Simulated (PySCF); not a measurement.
# C3H4N2OSi: the cost of one run

The runs use PySCF 2.14.0, with density-fitted response routines of our own; the level of theory stands in each step. All values are computed, except where a source is named. Atoms are numbered from 0 throughout.

### Step 1. The starting structure

11 atoms, charge 0, multiplicity 1; geometry from: GFN2-xTB. The atoms were then displaced at random by about 0.01 Å, so the start is not that level's minimum.

Bonds of the start (Å): N0–C1 1.12, C1–C2 1.46, C2–C3 1.41, C3–N4 1.18, C2–O5 1.40, O5–Si6 1.65, C2–H7 1.11, Si6–H8 1.43, Si6–H9 1.47, Si6–H10 1.46.

### Step 2. Relaxing the molecule at PBE0-D3(BJ)/def2-SVP

Job settings and geometry (Å):

```
{"job": {"xc": "PBE0", "basis": "def2-SVP", "d3": "d3bj", "grid": 1, "shake": 0.01, "kind": "geom"}, "charge": 0, "multiplicity": 1}
N     -1.237220     2.199910     0.976840
C     -1.090820     1.140550     0.646800
C     -0.848340    -0.227620     0.205520
C     -1.988470    -0.698570    -0.485790
N     -2.947910    -1.077400    -1.050840
O      0.272980    -0.310340    -0.630290
Si     1.863780    -0.084430    -0.263280
H     -0.675070    -0.840060     1.114350
H      2.385920    -0.405300    -1.551400
H      2.231700    -1.007610     0.821170
H      2.071580     1.285050     0.201240
```

Command:

```console
$ OMP_NUM_THREADS=1 python probes_run.py task.json out
```

One launch serves the whole session: the jobs run in the order shown.

Q: Estimate the wall time and peak memory of this first job on 1 thread of Arm Neoverse V2, shared host.

About 57 s, with a peak of 0.51 GiB.
